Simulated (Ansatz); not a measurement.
C2H3AlBrF, SMILES [F][AlH][CH]=CBr: vertical spin-state energies, run with the Ansatz DFT code, driven from Python.

Script `spin.py`:
```python
# -*- coding: utf-8 -*-
import warnings

import ansatz as az
from ase import Atoms

BASIS = "def2-TZVP"
XC = "PBE"


def main():
    warnings.simplefilter("ignore", az.DeckWarning)

    atoms = Atoms(["F", "Al", "C", "C", "Br", "H", "H", "H"], positions=[
        (-2.4032, 0.8395, 0.5961),
        (-0.7892, 0.6324, 1.2199),
        (0.5722, -0.1537, 0.0502),
        (0.416, -0.5044, -1.1965),
        (1.7135, -1.2852, -2.3042),
        (-0.4319, 1.0693, 2.7194),
        (1.6261, -0.2906, 0.4802),
        (-0.6112, -0.3644, -1.6209),
    ])
    system = az.Crystal.molecule_from_ase(atoms)

    job = system.calculation().basis(gaussian=BASIS).functional(XC)
    found = {}
    for unpaired in [0, 2]:
        summary = job.spin("collinear", total=unpaired).run(threads=1).report
        s = unpaired / 2
        found[unpaired] = summary["free_energy_ev"]
        print(f"2S+1 = {unpaired + 1}: E = {found[unpaired]:.5f} eV, <S^2> = {abs(summary['mean_field']['state']['spin_squared']):.3f} (pure state {s * (s + 1):.2f})")
    lowest = min(found, key=found.get)
    for unpaired, e in found.items():
        print(f"multiplicity {unpaired + 1}: {23.060548 * (e - found[lowest]):.1f} kcal/mol above the lowest")


if __name__ == "__main__":
    main()
```

Which spin state is lowest at this geometry, and how far above lie the others?

In order: multiplicity 1 (+0.00 eV) and multiplicity 3 (+3.79 eV), all at the one geometry.

The output:

`python spin.py` gives:
```text
2S+1 = 1: E = -81466.76077 eV, <S^2> = 0.000 (pure state 0.00)
2S+1 = 3: E = -81462.96865 eV, <S^2> = 2.006 (pure state 2.00)
multiplicity 1: 0.0 kcal/mol above the lowest
multiplicity 3: 87.4 kcal/mol above the lowest
```

Reading the output:
- Total energies depend on the basis set; only differences at equal settings carry meaning.
- The geometry is a force-field or estimated start, not a minimum of this method, and the basis set is short of its limit. All parts are taken at fixed geometry, without zero-point energy.
- Hardware and time: 30 s on 1 thread of Arm Neoverse V2, on a shared host, peak memory 0.44 GiB.

(A comment or docstring line of the script was reworded after the run, the code is as it ran; lines on the test bed's own set-up are left out of the output.)
